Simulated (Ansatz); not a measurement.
A run of Ansatz 0.2.0:

input.yaml

```yaml
crystal:
  lattice:
    - [1.4176001398, 0.8184518223, 11.4952655238]
    - [-1.4176001398, 0.8184518223, 11.4952655238]
    - [0.0, -1.6369036446, 11.4952655238]
  atoms:
    - { symbol: Pd, position: [0.600621, 0.600621, 0.600621] }
    - { symbol: Pd, position: [0.199916, 0.199916, 0.199916] }
    - { symbol: Pd, position: [0.800084, 0.800084, 0.800084] }
    - { symbol: Pd, position: [0.399379, 0.399379, 0.399379] }
    - { symbol: Nb, position: [0.0, 0.0, 0.0] }
hamiltonian:
  xc: pbesol
  pseudopotentials: { kind: paw }
kpoints:
  mp_grid: { grid: [11, 11, 11] }
scf:
  occupations: { method: fermi_dirac, width: 0.05 }
output:
  forces: true
  stress: true
  eigenvalues: true
```

Potentials or basis: Ansatz PAW.

Command:

```sh
$ ansatz run input.yaml --threads 2 --pin off --max-ram 5632MiB --backend cpu --events-out ev --progress --plain --runs-dir out
```

Hardware: 2 threads of Arm Neoverse V1, on a shared host.

Estimate the wall time of this run.

Wall time 14 s on 2 threads of Arm Neoverse V1 (shared host), peak memory 0.64 GiB. Counts: scf iterations 7, plane waves 1587, k points 146, bands 51.
